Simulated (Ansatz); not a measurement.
# Cl2GeH4Si: rigid scan of one bond length from a Python script

How does the energy of Cl2GeH4Si change as one bond is stretched? A script is to give a rigid scan of one bond length; the system is Cl2GeH4Si.

Program: Ansatz 0.2.0 through its Python package. Level of theory: r2SCAN/def2-SVP. These are calculated values, not measurements.

## Step 1: The structure

Bond lengths: Cl1–Si2 2.148 Å, Si2–Cl3 2.089 Å, Si2–Ge4 2.240 Å, Si2–H5 1.456 Å, Ge4–H6 1.571 Å, Ge4–H7 1.559 Å, Ge4–H8 1.566 Å. Angles: Cl1–Si2–Cl3 109.2°, Cl1–Si2–Ge4 111.1°, Cl1–Si2–H5 109.3°, Cl3–Si2–Ge4 107.8°, Cl3–Si2–H5 109.5°, Ge4–Si2–H5 109.8°, Si2–Ge4–H6 112.5°, Si2–Ge4–H7 110.9°, Si2–Ge4–H8 109.9°, H6–Ge4–H7 108.7°, H6–Ge4–H8 107.0°, H7–Ge4–H8 107.7°.

The script holds or builds the structure itself.

## Step 2: Script

scan_cl2geh4si.py reads:

```python
from dataclasses import dataclass
import logging
import sys

import ansatz
import numpy as np

logging.basicConfig(stream=sys.stdout, format="[%(levelname)s] %(message)s")
log = logging.getLogger("calc")
log.setLevel(logging.INFO)


@dataclass
class Settings:
    basis_set: str = "def2-SVP"
    functional: str = "r2SCAN"


opts = Settings()


def main() -> None:
    system = (
        ansatz.Crystal.molecule()
        .atom("Cl", [1.5409, -2.0725, 0.8421])
        .atom("Si", [1.0563, -0.0464, 0.3199])
        .atom("Cl", [2.2007, 0.531, -1.3296])
        .atom("Ge", [-1.103, 0.1462, -0.242])
        .atom("H", [1.3528, 0.8256, 1.4475])
        .atom("H", [-1.4965, 1.6199, -0.6189])
        .atom("H", [-1.4521, -0.7873, -1.4409])
        .atom("H", [-2.0069, -0.2736, 0.966])
    )

    symbols = [site.symbol for site in system.cartesian_sites]
    start = np.array([site.position_ang for site in system.cartesian_sites])
    axis = (start[6] - start[3]) / np.linalg.norm(start[6] - start[3])
    moving = [6]
    lengths, energies = [1.372, 1.434, 1.497, 1.559, 1.621, 1.684, 1.746, 1.84], []
    for length in lengths:
        xyz = start.copy()
        xyz[moving] += (length - np.linalg.norm(start[6] - start[3])) * axis
        point = ansatz.Crystal.molecule()
        for symbol, xyz in zip(symbols, xyz):
            point = point.atom(symbol, xyz.tolist())
        calc = point.calculation().basis(gaussian=opts.basis_set).functional(opts.functional)
        r = calc.run(threads=1, backend="cpu").report
        energies.append(r["free_energy_ev"])
        log.info(f"r = {length:6.3f} A  E = {energies[-1]:.5f} eV  <S^2> = {abs(r['mean_field']['state']['spin_squared']):.3f}")

    fit = np.polynomial.Polynomial.fit(lengths, np.array(energies) - min(energies), 4).convert()
    roots = [r.real for r in fit.deriv().roots() if abs(r.imag) < 1e-9 and fit.deriv(2)(r.real) > 0]
    r_e = min(roots, key=lambda r: abs(r - lengths[int(np.argmin(energies))]))
    log.info(f"minimum of the fit at {r_e:.4f} A, force constant {fit.deriv(2)(r_e):.2f} eV/A^2")


if __name__ == "__main__":
    main()
```

## Step 3: Running it

Launch:

```sh
$ python scan_cl2geh4si.py
```

Q: Predict the main results. Wanted: range of energy; lowest point, distance.

**Answer**, as computed:

| quantity | value |
| --- | --- |
| bond length at the fit's minimum | 1.5337 Å |
| runs compared | 8 |
| range of energy | 0.525 eV |
| lowest point, distance (Å) | 1.56 |

The lowest point, at 1.56, lies inside the range. The ends stand 0.282 and 0.525 eV above it. The distance scanned is the script's pair 3, 6. Reading the output:
- The rest of the molecule is held rigid at a force-field or estimated start geometry, and the basis set is modest; single-reference methods fail as a bond breaks.
- The orbitals are restricted, so S² is zero by construction.
